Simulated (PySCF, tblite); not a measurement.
# C4H8O2SSi2: geometry, infrared bands and NMR shifts

What infrared bands and NMR shifts should C4H8O2SSi2 (`O=C=C(C=O)S[SiH2]C[SiH3]`) show?

Programs: tblite 0.8.0 and PySCF 2.14.0, with density-fitted response routines of our own. Each step states its level of theory. These are calculated values for one molecule in the gas phase, unless marked as measured. Atoms count from 0, in the outputs and in this text.

**1. The molecule as given**

17 atoms, charge 0, multiplicity 1; geometry from: force field or distance geometry start.

Bonds of the start (Å): O0–C1 1.23, C1–C2 1.32, C2–C3 1.47, C3–O4 1.24, C2–S5 1.76, S5–Si6 2.15, Si6–C7 1.86, C7–Si8 1.86, C3–H9 1.08, Si6–H10 1.49, Si6–H11 1.46, C7–H12 1.11, C7–H13 1.11, Si8–H14 1.46, Si8–H15 1.46, Si8–H16 1.49.

**2. Optimising the geometry with GFN2-xTB**

The job: settings as JSON, then the geometry in Å.

```
{"job": {"kind": "relax", "xc": "GFN2-xTB", "basis": "xTB"}, "charge": 0, "multiplicity": 1}
O     -4.796300    -1.405700     1.145500
C     -3.709500    -1.078800     0.659600
C     -2.520000    -0.745800     0.182900
C     -2.432200     0.556900    -0.497600
O     -1.728300     1.447500     0.010600
S     -1.106000    -1.782300     0.304300
Si     0.639400    -0.909300    -0.602900
C      1.469600     0.101900     0.724000
Si     2.906300     1.088700     0.075700
H     -2.970300     0.743100    -1.412900
H      1.485200    -2.047200    -1.052600
H      0.312400    -0.149100    -1.809500
H      0.713400     0.822400     1.110500
H      1.843400    -0.590600     1.504600
H      2.533300     2.040300    -0.972600
H      3.908200     0.113400    -0.347800
H      3.444400     1.806500     1.267200
```

Command:

```console
$ OMP_NUM_THREADS=1 python probes_run.py task.json out
```

This one command runs all jobs of the session in turn.

**Question.** This job is followed by: GFN2-xTB harmonic vibrations, gas phase; GIAO PBE0/pcSseg-1 NMR shielding, non-relativistic, gas phase. What will the session give for the following? strongest single infrared mode (GFN2-xTB); zero-point energy (GFN2-xTB); 13C shifts against TMS (PBE0/pcSseg-1); 1H shifts against TMS (PBE0/pcSseg-1, means over atoms taken as alike); 17O shifts against H2O (PBE0/pcSseg-1); 33S shifts against CS2 (PBE0/pcSseg-1); 29Si shifts against TMS (PBE0/pcSseg-1); surface potential, 1st and 99th percentile.

As calculated:

| quantity | value |
| --- | --- |
| strongest single infrared mode (GFN2-xTB) | 2244 cm⁻¹, 1573 km/mol |
| zero-point energy (GFN2-xTB) | 64.1 kcal/mol |
| 13C shifts against TMS (PBE0/pcSseg-1) | 199.4, 186.1, 50.7, 2.7 ppm |
| 1H shifts against TMS (PBE0/pcSseg-1, means over atoms taken as alike) | 9.59, 5.16, 4.03, 0.41 ppm |
| 17O shifts against H2O (PBE0/pcSseg-1) | 564.9, 410.3 ppm |
| 33S shifts against CS2 (PBE0/pcSseg-1) | -122 ppm |
| 29Si shifts against TMS (PBE0/pcSseg-1) | -35.5, -79.9 ppm |
| surface potential, 1st and 99th percentile | -0.91 V and 2.02 V |

In words: The optimisation took 78 steps and gained 1.232 eV; among the close pairs (by a distance rule), O0–C1 changed most, from 1.235 to 1.153 Å. The lowest mode is slightly imaginary (1i cm⁻¹), a soft motion within the noise of the Hessian, so the minimum is not strictly shown. The strongest single mode, at 2244 cm⁻¹, moves mainly C1. Unscaled tight-binding wavenumbers are off by several per cent, some by more. Its intensities can rank the bands wrongly. The most deshielded hydrogen is H9 (hydrogen on an aldehyde carbonyl carbon), at 9.59 ppm: the C=O anisotropy and electron withdrawal place aldehyde protons far downfield. At PBE0/pcSseg-1: Shielding is most anisotropic at O4 (span 1106 ppm, paramagnetic term -633 ppm). At PBE0/pcSseg-1, counted by nearest atom on the grid, the HOMO lies on S5 57 %; C2 12 %, the LUMO on C1 45 %; O0 25 %.
